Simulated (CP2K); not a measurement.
# A CP2K job on CH6OSSi (SMILES CS[SiH2]O)

Aim: a single-point energy of CH6OSSi.

Program for the calculation: CP2K 2026.2.

4 further runs of the same task are left out: 1 that didn't finish, 3 set aside as unsound or not needed.

**1. Starting point**

The species is CH6OSSi (10 atoms), meant as a singlet with charge 0. SMILES: `CS[SiH2]O`. Geometry: relaxed at GFN2-xTB. This is one conformer, not always the lowest.

Bond lengths: C1–S2 1.822 Å, S2–Si3 2.152 Å, Si3–O4 1.621 Å, C1–H5 1.086 Å, C1–H6 1.086 Å, C1–H7 1.085 Å, Si3–H8 1.450 Å, Si3–H9 1.450 Å, O4–H10 0.954 Å. Some angles: C1–S2–Si3 99.7°, S2–Si3–O4 110.6°, S2–C1–H5 109.9°, S2–C1–H6 109.4°, S2–C1–H7 107.0°, S2–Si3–H8 103.3°, S2–Si3–H9 110.0°, O4–Si3–H8 113.8°, O4–Si3–H9 101.3°, Si3–O4–H10 123.1°.

**2. The job**

Input file qs.inp:

```
&GLOBAL
    PROJECT qs
    RUN_TYPE ENERGY
    PRINT_LEVEL MEDIUM
&END GLOBAL
&FORCE_EVAL
    METHOD QS
    &DFT
        &QS
            METHOD XTB
            EPS_DEFAULT 1.0E-10
            &XTB
                GFN_TYPE TBLITE
                &TBLITE
                    METHOD IPEA1
                &END TBLITE
                CHECK_ATOMIC_CHARGES F
            &END XTB
        &END QS
        &POISSON
            PERIODIC NONE
            POISSON_SOLVER ANALYTIC
        &END POISSON
        &SCF
            SCF_GUESS ATOMIC
            EPS_SCF 1.0E-06
            MAX_SCF 150
            ADDED_MOS 2
            &DIAGONALIZATION
                ALGORITHM STANDARD
            &END DIAGONALIZATION
            &MIXING
                METHOD DIRECT_P_MIXING
                ALPHA 0.4
            &END MIXING
        &END SCF
        &PRINT
            &MOMENTS
                PERIODIC F
                REFERENCE COM
                MAX_MOMENT 1
            &END MOMENTS
            &MO ON
                ENERGIES T
                OCCUPATION_NUMBERS T
                NDIGITS 6
                &EACH
                    QS_SCF 0
                &END EACH
                ADD_LAST NUMERIC
            &END MO
            &HIRSHFELD OFF
            &END HIRSHFELD
        &END PRINT
    &END DFT
    &SUBSYS
        &CELL
            ABC [Ang] 12.4 10.3 11.8
            PERIODIC NONE
        &END CELL
        &COORD
            C      4.709615     5.560525     4.731845
            S      5.188915     4.141635     5.769685
            Si     6.763555     5.051025     6.920385
            O      7.937335     5.599715     5.946075
            H      5.585325     5.970925     4.238805
            H      4.235385     6.315765     5.351195
            H      4.005835     5.190445     3.993975
            H      7.188545     3.984235     7.806025
            H      6.290975     6.283715     7.519145
            H      8.394165     5.045365     5.317925
        &END COORD
    &END SUBSYS
&END FORCE_EVAL
```

Launch:

```console
OMP_NUM_THREADS=1 cp2k.psmp -i qs.inp > qs.out 2>&1
```

Standard output:

```text
*******************************************************************************
 *   ___                                                                       *
 *  /   \                                                                      *
 * [ABORT]                                                                     *
 *  \___/                            Unknown unit: Ang                         *
 *    |                                                                        *
 *  O/|                                                                        *
 * /| |                                                                        *
 * / \                                                   common/cp_units.F:384 *
 *******************************************************************************

 ===== Routine Calling Stack =====

            6 val_create_parsing
            5 section_vals_parse
            4 section_vals_parse
            3 section_vals_parse
            2 section_vals_parse
            1 read_input

Program received signal SIGABRT: Process abort signal.

Backtrace for this error:
#0  0x5ef7f526f957 in ???
#1  0x5ef815b24cac in __pthread_kill_implementation
#2  0x5ef815acbfb7 in raise
#3  0x5ef815ab5d37 in abort
#4  0x5ef7f5942d83 in ???
#5  0x5ef7f5944297 in ???
#6  0x5ef7f5944497 in ???
#7  0x5ef7f5979b03 in ???
#8  0x5ef7f5ab09a7 in ???
#9  0x5ef7f5ab1aab in ???
#10  0x5ef7f5ab367b in ???
#11  0x5ef7f5ab38f7 in ???
#12  0x5ef7f5ab38f7 in ???
#13  0x5ef7f5ab38f7 in ???
#14  0x5ef7f5389807 in ???
#15  0x5ef7f5bf4e8b in ???
#16  0x5ef7f5bf9d0b in ???
#17  0x5ef7f5310db3 in ???
#18  0x5ef7f530ef13 in ???
#19  0x5ef815ab6573 in __libc_start_call_main
#20  0x5ef815ab6657 in __libc_start_main_impl
#21  0x5ef7f530f06f in ???
#22  0xffffffffffffffff in ???
```

It took 0.18 s on 1 thread of Arm Neoverse V2, shared host.

**3. Reading the log**

The program refused the input.

The log says `\___/                            Unknown unit: Ang`. What is wrong: the input holds a word that the program doesn't know.
